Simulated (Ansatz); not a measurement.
Al, space group P6_3/mmc: a scan of the energy under strain, run with Ansatz's Python interface.

`strain_al.py`:
```python
import warnings

import ansatz as az
import numpy as np

XC = "lda"
SMEARING_WIDTH = 0.15
CUTOFF = 520
MESH = (14, 14, 7)

VECTORS = np.array([
    [2.81245535, 0.0, 0.0],
    [-1.40622768, 2.43565778, 0.0],
    [0.0, 0.0, 4.86685],
])
SITES = [
    ("Al", (2 / 3, 1 / 3, 0.75)),
    ("Al", (1 / 3, 2 / 3, 0.25)),
]


def on_lattice(cell):
    crystal = az.Crystal(lattice=az.Lattice.of(cell))
    for symbol, position in SITES:
        crystal = crystal.atom(symbol, position)
    return crystal


def main() -> None:
    warnings.simplefilter("ignore", az.DeckWarning)

    values = np.linspace(-0.02, 0.02, 5)
    energies = []
    for d in values:
        strain = np.diag([d, d, (1 + d) ** -2 - 1])
        cell = VECTORS @ (np.eye(3) + strain)
        calculation = on_lattice(cell).calculation()
        calculation = calculation.functional(XC)
        calculation = calculation.pseudopotentials("paw").occupations(az.OccupationsMethod.FERMI_DIRAC, width=SMEARING_WIDTH)
        calculation = calculation.basis(CUTOFF).kpoints(*MESH)
        calculation = calculation.stress()
        r = calculation.run(threads=1).report
        energies.append(r["free_energy_ev"] / len(SITES))
        s = r["stress_gpa"]
        print(f"d = {d:+.4f}  stress xx yy zz xy (GPa, compression positive): {s[0][0]:8.3f} {s[1][1]:8.3f} {s[2][2]:8.3f} {s[0][1]:8.3f}")
    energies = np.array(energies)

    for value, e in zip(values, energies):
        print(f"strain {value:7.3f}   E - Emin = {1000 * (e - energies.min()):9.3f} meV/atom")
    np.savetxt("strain.csv", np.column_stack([values, energies]), fmt="%.6f", delimiter=",", header="strain,energy_eV_per_atom")
    curvature = 2 * np.polyfit(values, energies, 3)[1]
    volume = abs(np.linalg.det(VECTORS)) / len(SITES)
    print(f"d2E/dd2 over the volume: {curvature / volume * 160.21766:.1f} GPa")


if __name__ == "__main__":
    main()
```

How much energy does this tetragonal strain cost, and what curvature follows?

Against the unstrained cell the energy per atom changes by +16.59 meV at one end of the scan and -0.19 meV at the other, and its second derivative over the volume is 389.5 GPa.

The output:

```console
$ python strain_al.py
d = -0.0200  stress xx yy zz xy (GPa, compression positive):    0.271    0.271   -6.393   -0.000
d = -0.0100  stress xx yy zz xy (GPa, compression positive):   -1.196   -1.196   -5.112    0.000
d = +0.0000  stress xx yy zz xy (GPa, compression positive):   -2.451   -2.451   -3.852   -0.000
d = +0.0100  stress xx yy zz xy (GPa, compression positive):   -3.212   -3.212   -3.089   -0.000
d = +0.0200  stress xx yy zz xy (GPa, compression positive):   -3.454   -3.454   -2.849   -0.000
strain  -0.020   E - Emin =    17.689 meV/atom
strain  -0.010   E - Emin =     6.621 meV/atom
strain   0.000   E - Emin =     1.097 meV/atom
strain   0.010   E - Emin =     0.000 meV/atom
strain   0.020   E - Emin =     0.902 meV/atom
d2E/dd2 over the volume: 389.5 GPa
```

`strain.csv`, as written:
```csv
# strain,energy_eV_per_atom
-0.020000,-512.833251
-0.010000,-512.844319
0.000000,-512.849843
0.010000,-512.850940
0.020000,-512.850038
```

Reading the output:
- Absolute energies stand on the zero of these potentials, so only differences at equal settings mean something.
- The smearing is wide enough that free energy and stress hold a thermal part of the electrons.
- The curvature belongs to this strain pattern and to the cell's stress; it equals a single elastic constant only for simple patterns.
- In a metal a curvature from energy changes of a few meV or less hangs on mesh and smearing, in size and even in sign.
- This isn't the structure that Al takes at ambient conditions.
- The ions keep their fractional positions (clamped ions).
- It ran for 12 s on 1 thread of Intel(R) Xeon(R) Processor @ 2.30GHz (shared host), peak memory 0.5 GiB.
